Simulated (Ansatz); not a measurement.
# Al2Cu: the cost of one run

Computed with Ansatz 0.2.0 (DFT PBEsol, scalar-relativistic, plane waves, PAW, unless a step's input says otherwise).

1 further run of the same task is left out (it didn't finish).

### 1 The system as given

Symmetry: P4/mmm, No. 123, tetragonal system. Conventional cell: a = 4.084 Å, b = 4.084 Å, c = 2.846 Å, α = 90.00°, β = 90.00°, γ = 90.00°. Around Al (site symmetry mmm) lie 4 Cu at 2.49 Å and 6 Al at 2.85 to 2.89 Å. Cu (site symmetry 4/mmm) has 8 Al at 2.49 Å and 2 Cu at 2.85 Å as nearest neighbours.

Structure file:

```
Al Cu
1.0
     4.08417    0.00000    0.00000
     0.00000    4.08417    0.00000
     0.00000    0.00000    2.84639
Al Cu
2 1
Direct
  0.50000 0.00000 0.50000
  0.00000 0.50000 0.50000
  0.00000 0.00000 0.00000
```

It goes back to an entry of the Materials Project, which need not be the stable form.

This cell was relaxed beforehand with the same method: volume 15.83 Å³/atom, gap on the mesh none (metal).

### 2 Zero of the scan

The input, input.yaml:

```yaml
crystal:
  lattice:
    - [4.0841721988, 0.0, 0.0]
    - [0.0, 4.0841721988, 0.0]
    - [0.0, 0.0, 2.8463947459]
  atoms:
    - { symbol: Al, position: [0.5, 0.0, 0.5] }
    - { symbol: Al, position: [0.0, 0.5, 0.5] }
    - { symbol: Cu, position: [0.0, 0.0, 0.0] }
basis:
  ecutwfc: 420
kpoints:
  mp_grid: { grid: [14, 14, 18] }
hamiltonian:
  xc: pbesol
scf:
  occupations: { method: gaussian, width: 0.15 }
output:
  forces: true
  stress: true
  eigenvalues: true
```

The run is started by

```console
ansatz run input.yaml --threads 1 --pin off --max-ram 2560MiB --backend cpu --events-out ev --progress --plain --runs-dir out
```

What time and memory should one allow on 1 thread of Arm Neoverse V2, shared host?

About 15 s, with a peak of 0.49 GiB.
